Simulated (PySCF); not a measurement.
# C2H8F2Ge2: the cost of one run

Programs: PySCF 2.14.0, with density-fitted response routines of our own. Each step states its level of theory. These are calculated values for one molecule in the gas phase, unless marked as measured. Atoms count from 0, in the outputs and in this text.

### 1 Starting geometry

14 atoms, charge 0, multiplicity 1; geometry from: GFN2-xTB.

Bonds of the start (Å): F0–C1 1.38, C1–Ge2 1.99, Ge2–Ge3 2.40, Ge2–C4 2.00, C4–F5 1.38, C1–H6 1.09, C1–H7 1.09, Ge2–H8 1.52, Ge3–H9 1.50, Ge3–H10 1.50, Ge3–H11 1.49, C4–H12 1.09, C4–H13 1.09.

### 2 Ultraviolet spectrum: wB97X-D/def2-SVPD

Job settings and geometry (Å):

```
{"job": {"kind": "uv", "xc": "wB97X-D", "basis": "def2-SVPD", "nstates": 8, "ntriplets": 3}, "charge": 0, "multiplicity": 1}
F      0.555337    -2.562375     0.757650
C     -0.476304    -1.840151     0.187258
Ge    -0.125852     0.083106     0.582809
Ge     2.027646     0.765541    -0.216792
C     -1.639714     1.087123    -0.261867
F     -1.737350     0.603105    -1.553749
H     -0.463670    -2.058178    -0.883050
H     -1.405633    -2.215531     0.620679
H     -0.267347     0.256152     2.086959
H      2.157795     0.625529    -1.701575
H      2.307688     2.206992     0.090617
H      3.143379    -0.020326     0.390831
H     -2.603854     0.905992     0.216649
H     -1.472799     2.162548    -0.338583
```

Level: TDDFT wB97X-D/def2-SVPD, vertical, gas phase, core orbitals frozen in the response.

Run with:

```sh
> OMP_NUM_THREADS=1 python probes_run.py task.json out
```

One launch serves the whole session: the jobs run in the order shown.

**Question.** How long does this job take on 1 thread of Arm Neoverse N1, shared host, and how much memory does it need?

About 1.9 min, with a peak of 0.99 GiB.
